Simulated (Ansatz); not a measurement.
Here is an Ansatz input file for C2H3AlFN, SMILES [CH3][Al]([F])[C]#N. Write the same calculation for the Python package.

```yaml
crystal:
  periodic: [false, false, false]
  atoms:
    - { symbol: C, position_ang: [-0.81492, -0.80741, 0.70885] }
    - { symbol: Al, position_ang: [0.76375, 0.01149, -0.15361] }
    - { symbol: F, position_ang: [2.31069, -0.54813, -0.07598] }
    - { symbol: C, position_ang: [0.63969, 1.65303, -1.24613] }
    - { symbol: "N", position_ang: [0.52011, 2.60593, -1.87965] }
    - { symbol: H, position_ang: [-0.99471, -1.82945, 0.3612] }
    - { symbol: H, position_ang: [-0.71499, -0.86443, 1.79681] }
    - { symbol: H, position_ang: [-1.70963, -0.22102, 0.48851] }
basis:
  gaussian:
    orbitals: "6-31G*"
hamiltonian:
  xc:
    name: wB97M-V
output:
  orbitals: {}
  forces: true
```

The script, `c2h3alfn.py`:
```python
'''Electronic structure of the C2H3AlFN molecule.'''

from pathlib import Path

import ansatz as az
import numpy as np


def main() -> None:
    mol = (
        az.Crystal.molecule()
        .atom('C', (-0.81492, -0.80741, 0.70885))
        .atom('Al', (0.76375, 0.01149, -0.15361))
        .atom('F', (2.31069, -0.54813, -0.07598))
        .atom('C', (0.63969, 1.65303, -1.24613))
        .atom('N', (0.52011, 2.60593, -1.87965))
        .atom('H', (-0.99471, -1.82945, 0.3612))
        .atom('H', (-0.71499, -0.86443, 1.79681))
        .atom('H', (-1.70963, -0.22102, 0.48851))
    )

    base = (
        mol.calculation()
        .basis(gaussian='6-31G*')
        .functional(az.LibraryFunctional('wB97M-V'))
        .forces()
        .orbitals()
    )
    out = base.run(runs_dir='out')
    rep = out.report

    for key in ('converged', 'free_energy_ev', 'reference_energy_ev', 'n_frozen', 'n_occupied', 'n_virtual'):
        print(f'{key:22s} {rep[key]}')

    symbols = [site.symbol for site in mol.cartesian_sites]
    forces = np.array(rep['forces_ev_ang'])
    print('largest force', round(float(np.linalg.norm(forces, axis=1).max()), 4), 'eV/A, rms', round(float(np.sqrt((forces ** 2).mean())), 4))

    charges = rep['charge_distribution']
    dipole = np.array(charges['dipole_moment_e_ang']) * 4.803205
    print('dipole (D): {:.3f} {:.3f} {:.3f}, length {:.3f}'.format(*dipole, np.linalg.norm(dipole)))
    print('atom  Mulliken   Lowdin')
    for symbol, m, l in zip(symbols, charges['mulliken_charges_e'], charges['lowdin_charges_e']):
        print(f'{symbol:4s} {m:9.3f} {l:8.3f}')

    lines = Path(rep['orbitals_path']).read_text().splitlines()
    field_of = lambda key: [line.split('=')[1].strip() for line in lines if line.startswith(key)]
    orbitals = [(27.211386 * float(e), s, float(n)) for e, s, n in zip(field_of('Ene='), field_of('Spin='), field_of('Occup='))]
    homo = max(e for e, _, n in orbitals if n > 0.5)
    lumo = min(e for e, _, n in orbitals if n < 0.5)
    print(f'HOMO {homo:.3f} eV, LUMO {lumo:.3f} eV, gap {lumo - homo:.3f} eV')


if __name__ == '__main__':
    main()
```

Output of `python c2h3alfn.py`:
```text
converged              True
free_energy_ev         -12925.926206986449
reference_energy_ev    -12925.926206986449
n_frozen               0
n_occupied             [22, 22]
n_virtual              [63, 63]
largest force 2.0512 eV/A, rms 0.5506
dipole (D): -1.613 -2.865 2.277, length 4.000
atom  Mulliken   Lowdin
C       -0.742   -0.482
Al       0.830    0.274
F       -0.423   -0.053
C        0.052   -0.233
N       -0.304    0.033
H        0.195    0.154
H        0.195    0.154
H        0.197    0.154
HOMO -11.484 eV, LUMO 0.143 eV, gap 11.627 eV
```

Notes:
- Total energies depend on the basis set; only differences at equal settings carry meaning.
- The geometry is a force-field or estimated start, not a minimum of this method, and the basis set is short of its limit.
- The Löwdin charges here are taken after orthogonalising the functions within each atom; they differ from plain Löwdin charges, and their signs can be unphysical.
- Levels such as HOMO and LUMO are orbital energies: with these approximate functionals they aren't the ionisation energy and electron affinity, and their gap isn't the fundamental gap.
- Finished in 12 s on 1 thread of Arm Neoverse V2, on a shared host, peak memory 0.3 GiB.

(Lines on the test bed's own set-up are left out of the output.)
